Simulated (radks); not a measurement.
**Er⁵¹⁺ in [Ne] 3s2 3p5: an all-electron calculation**

Aim: the levels, the sizes of the orbitals and the parts of the energy of the erbium ion Er51+.

The numbers are computed with radks (a radial shooting solver on a logarithmic mesh, Libxc functionals) version 1 (scalar-relativistic Kohn-Sham, LDA (Slater exchange, Perdew-Wang correlation), spin-polarised, spherical densities, point nucleus; open shells are filled with parallel spins first), except any that are marked as measured or tabulated.

### 1 What is computed

| Property | Result |
| --- | --- |
| element | erbium (Z = 68) |
| charge | +51 |
| electrons | 17 |
| configuration | [Ne] 3s2 3p5 |

The outer shells:

Er⁵¹⁺
```
[Ne] core
3s [↑↓]
3p [↑↓][↑↓][↑ ]
```

### 2 Self-consistent calculation

Settings of this run:

```text
Z 68
configuration [Ne] 3s2 3p5 4s0 3d0 4p0 4f0
relativity scalar-relativistic
functional lda,pw
spin polarised
nucleus point
c 137.035999084
```

What does the calculation give?

The runs gave:

| quantity | value |
| --- | --- |
| total energy | -10524.3890 hartree |
| exchange-correlation share of it | 1.38 % |
| −T/E | 1.1019 |
| highest occupied level | 3p down, -4769.2 eV |
| most extended occupied level | 3s down, <r> = 0.209 bohr |
| radius at density 0.001 e/bohr³ | 0.628 bohr |
| maxima of the radial density | 3 |
| ionisation energy, NIST | 4748 (theory) eV |

**Reading.** The radial density shows 3 maxima for 3 occupied principal shells. Relativity lifts −T/E to 1.102. Minus the highest eigenvalue, 4769.2 eV, is 100 % of the tabulated ionisation energy (4748 eV). Open shells are spherical and high-spin; term and fine-structure splittings are not resolved. Spin-orbit splitting is averaged out at the scalar-relativistic level.
